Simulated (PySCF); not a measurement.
# CH5Ga: the cost of one run

The runs use PySCF 2.14.0; levels as typed in each script, gas phase, geometry from GFN2-xTB.

### Step 1. The starting structure

SMILES `C[GaH2]`, 7 atoms, charge 0, spin multiplicity 1.

Bond lengths: C1–Ga2 2.018 Å, C1–H3 1.095 Å, C1–H4 1.095 Å, C1–H5 1.094 Å, Ga2–H6 1.580 Å, Ga2–H7 1.580 Å. Angles: Ga2–C1–H3 111.1°, Ga2–C1–H4 111.0°, Ga2–C1–H5 111.3°, H3–C1–H4 108.2°, H3–C1–H5 107.3°, H4–C1–H5 107.8°, C1–Ga2–H6 123.7°, C1–Ga2–H7 124.0°, H6–Ga2–H7 112.2°.

Coordinates:

```xyz
7
CH5Ga
C     1.5997    0.0011    0.0003
Ga   -0.4187    0.0000    0.0003
H     1.9934   -0.6931    0.7493
H     1.9908    0.9999    0.2195
H     1.9965   -0.3086   -0.9713
H    -1.2949   -1.3149   -0.0038
H    -1.3038    1.3086   -0.0037
```

### Step 2. Density, bond paths and surface potential (B3LYP/def2-svpd)

File input.py:

```python
import numpy as np
from pyscf import gto, scf, dft
from pyscf.scf import atom_ks, atom_hf
from scipy.linalg import block_diag

def solve(mol, dm0=None, hcore=None):
    mf = (dft.UKS if mol.spin else dft.RKS)(mol, xc='b3lyp')
    mf.grids.level = 3
    mf = mf.density_fit(auxbasis='def2-universal-jkfit')
    mf.conv_tol, mf.max_cycle = 1e-8, 80
    if hcore is not None:
        mf.get_hcore = lambda *args: hcore
    mf.kernel(dm0)
    if not mf.converged:
        mf = mf.newton().run(mf.mo_coeff, mf.mo_occ, max_cycle=30)
    assert mf.converged, 'SCF not converged'
    return mf

mol = gto.M(atom='''
C      1.59968     0.00115     0.00026
Ga    -0.41871     0.00004     0.00027
H      1.99338    -0.69305     0.74929
H      1.99083     0.99986     0.21947
H      1.99654    -0.30859    -0.97131
H     -1.29494    -1.31491    -0.00379
H     -1.30385     1.30860    -0.00373
''', basis='def2-svpd', charge=0, spin=0, verbose=4)
mf = solve(mol)
mf.analyze()
# spherically averaged free atoms, for the promolecule
atm = atom_ks.get_atm_nrks(mol, xc='b3lyp')
pro = block_diag(*[(atm[a[0]][2] * atm[a[0]][3]) @ atm[a[0]][2].T for a in mol._atom])
np.savez('result.npz', e=mf.e_tot, c=mf.mo_coeff, occ=mf.mo_occ, eps=mf.mo_energy, pro=pro, dip=mf.dip_moment(verbose=0), s2=mf.spin_square()[0])
```

Run with:

```sh
$ OMP_NUM_THREADS=1 python input.py
```

Q: Estimate wall time and peak memory on 1 thread of Arm Neoverse V1, shared host.

About 7.9 s, with a peak of 0.4 GiB.
